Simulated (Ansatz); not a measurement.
# AlRu: pressure up to the limit of the methods

The task here is to estimate one member of a computed series from the others.

Method: DFT LDA, with the methods named in each step, in Ansatz 0.2.0.

## Starting point

The structure is cubic, space group Fm-3m (No. 225). Conventional cell: a = 5.072 Å, b = 5.072 Å, c = 5.072 Å, α = 90.00°, β = 90.00°, γ = 90.00°. Ru (site symmetry m-3m) has 6 Al at 2.54 Å as nearest neighbours. Al (site symmetry m-3m) is surrounded by 6 Ru at 2.54 Å.

As a file:

```
Ru Al
1.0
     0.00000    2.53593    2.53593
     2.53593    0.00000    2.53593
     2.53593    2.53593    0.00000
Ru Al
1 1
Direct
  0.00000 0.00000 0.00000
  0.50000 0.50000 0.50000
```

Whether this phase is the stable one at these pressures isn't tested.

Atoms are numbered in the order of the input: Ru1, Al2.

The first run:

input.yaml reads:

```yaml
crystal:
  lattice:
    - [0.0, 2.5359338295, 2.5359338295]
    - [2.5359338295, 0.0, 2.5359338295]
    - [2.5359338295, 2.5359338295, 0.0]
  atoms:
    - { symbol: Ru, position: [0.0, 0.0, 0.0] }
    - { symbol: Al, position: [0.5, 0.5, 0.5] }
kpoints:
  mp_grid: { grid: [14, 14, 14] }
scf:
  occupations: { method: fermi_dirac, width: 0.05 }
hamiltonian:
  xc: lda
  pseudopotentials: { kind: paw }
output:
  forces: true
  stress: true
relax:
  f_tol: 0.005
  max_steps: 40
  cell: {}
```

Run with:

```console
$ ansatz run input.yaml --threads 1 --pin off --max-ram 2048MiB --backend cpu --events-out ev --progress --plain --runs-dir out
```

Steps of the session up to this table: Cell relaxed at zero pressure, PAW; Volume scaled by 1, PAW; Volume scaled by 0.94, PAW; Volume scaled by 0.88, PAW; Volume scaled by 0.88, PAW (level accurate); Volume scaled by 0.8, PAW; Volume scaled by 0.8, PAW (cutoff 300 eV); Volume scaled by 0.72, PAW; Volume scaled by 0.64, PAW; Volume scaled by 0.64, PAW (partial_waves polarizable); Volume scaled by 0.55, PAW; Volume scaled by 0.55, PAW (partial_waves polarizable).

One of the session's tables, all rows but one given; the rest of the session is left out.

| method | volume over the first | volume (Å³/atom) | pressure (GPa) |
| --- | --- | --- | --- |
| PAW | 1 | 14.614 | -0.02 |
| PAW | 0.94 | 13.737 | 11.66 |
| PAW | 0.88 | 12.861 | 27.71 |
| PAW | 0.8 | 11.691 | 59.08 |
| PAW | 0.72 | 10.522 | 108.22 |
| PAW | 0.64 | 9.353 | 187.13 |
| PAW | 0.55 | 8.038 | 340.25 |
| PAW (cutoff 300 eV) | 0.8 | 11.691 | 59.20 |
| PAW (level accurate) | 0.88 | ? | ? |
| PAW (partial_waves polarizable) | 0.64 | 9.353 | 187.13 |
| PAW (partial_waves polarizable) | 0.55 | 8.038 | 340.25 |

Estimate the missing values for PAW (level accurate), 0.88.

**Answer.** volume (Å³/atom): 12.861; pressure (GPa): 27.57.

Caveats from the session: Warnings in the runs' records: cutoff below recommended.
